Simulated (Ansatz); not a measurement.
# C2H10BNSi2: the cost of one run

All numbers below are computed with Ansatz 0.2.0 (UKS PBE0-D4/STO-3G).

### Step 1. The starting structure

Bond lengths (14 of 15 bonds, heavy atoms first): B1–C2 1.568 Å, C2–Si3 1.846 Å, Si3–Si4 2.262 Å, Si3–N5 1.754 Å, N5–C6 1.305 Å, B1–H7 1.208 Å, B1–H8 1.141 Å, C2–H9 1.076 Å, C2–H10 1.104 Å, Si3–H11 1.484 Å, Si4–H12 1.520 Å, Si4–H13 1.400 Å, Si4–H14 1.400 Å, C6–H15 1.077 Å. Angles (14 of 25 angles, heavy atoms first): B1–C2–Si3 109.0°, C2–Si3–Si4 111.4°, C2–Si3–N5 111.6°, Si4–Si3–N5 110.2°, Si3–N5–C6 122.1°, B1–C2–H9 109.5°, B1–C2–H10 111.9°, Si3–C2–H9 108.0°, Si3–C2–H10 107.9°, C2–B1–H7 117.7°, C2–B1–H8 121.0°, C2–Si3–H11 110.2°, Si4–Si3–H11 105.2°, N5–Si3–H11 108.1°.

As a file:

```xyz
16

B    -1.5132   -0.7022   -1.2272
C    -0.2184    0.1536   -1.4530
Si    0.7145    0.2632    0.1366
Si    1.4614   -1.7680    0.7953
N    -0.2543    0.9923    1.4047
C    -0.7202    2.2071    1.3098
H    -2.3505   -0.2650   -0.4744
H    -1.7146   -1.6371   -1.8495
H     0.4124   -0.3338   -2.1751
H    -0.4557    1.1821   -1.7780
H     1.9348    1.0876   -0.0423
H     0.2159   -2.6049    1.0360
H     2.1078   -1.6497    2.0319
H     2.1967   -2.3704   -0.2324
H    -1.3296    2.5906    2.1109
H    -0.5099    2.8320    0.4510
```

### Step 2. Relaxing the start

File input.yaml:

```yaml
crystal:
  periodic: [false, false, false]
  atoms:
    - { symbol: B, position_ang: [-1.5132, -0.7022, -1.2272] }
    - { symbol: C, position_ang: [-0.2184, 0.1536, -1.453] }
    - { symbol: Si, position_ang: [0.7145, 0.2632, 0.1366] }
    - { symbol: Si, position_ang: [1.4614, -1.768, 0.7953] }
    - { symbol: "N", position_ang: [-0.2543, 0.9923, 1.4047] }
    - { symbol: C, position_ang: [-0.7202, 2.2071, 1.3098] }
    - { symbol: H, position_ang: [-2.3505, -0.265, -0.4744] }
    - { symbol: H, position_ang: [-1.7146, -1.6371, -1.8495] }
    - { symbol: H, position_ang: [0.4124, -0.3338, -2.1751] }
    - { symbol: H, position_ang: [-0.4557, 1.1821, -1.778] }
    - { symbol: H, position_ang: [1.9348, 1.0876, -0.0423] }
    - { symbol: H, position_ang: [0.2159, -2.6049, 1.036] }
    - { symbol: H, position_ang: [2.1078, -1.6497, 2.0319] }
    - { symbol: H, position_ang: [2.1967, -2.3704, -0.2324] }
    - { symbol: H, position_ang: [-1.3296, 2.5906, 2.1109] }
    - { symbol: H, position_ang: [-0.5099, 2.832, 0.451] }
magnetization:
  spin_polarized: true
basis:
  gaussian: { orbitals: STO-3G }
hamiltonian:
  xc: pbe0
  dispersion: d4
relax:
  f_tol: 0.02
  max_steps: 40
```

Launch:

```
$ ansatz run input.yaml --threads 1 --pin off --max-ram 2048MiB --backend cpu --events-out ev --progress --plain --runs-dir out
```

**Question.** How long does this run take on 1 thread of an x86-64 CPU, shared host, and how much memory does it need?

About 2.5 min, with a peak of 0.21 GiB.
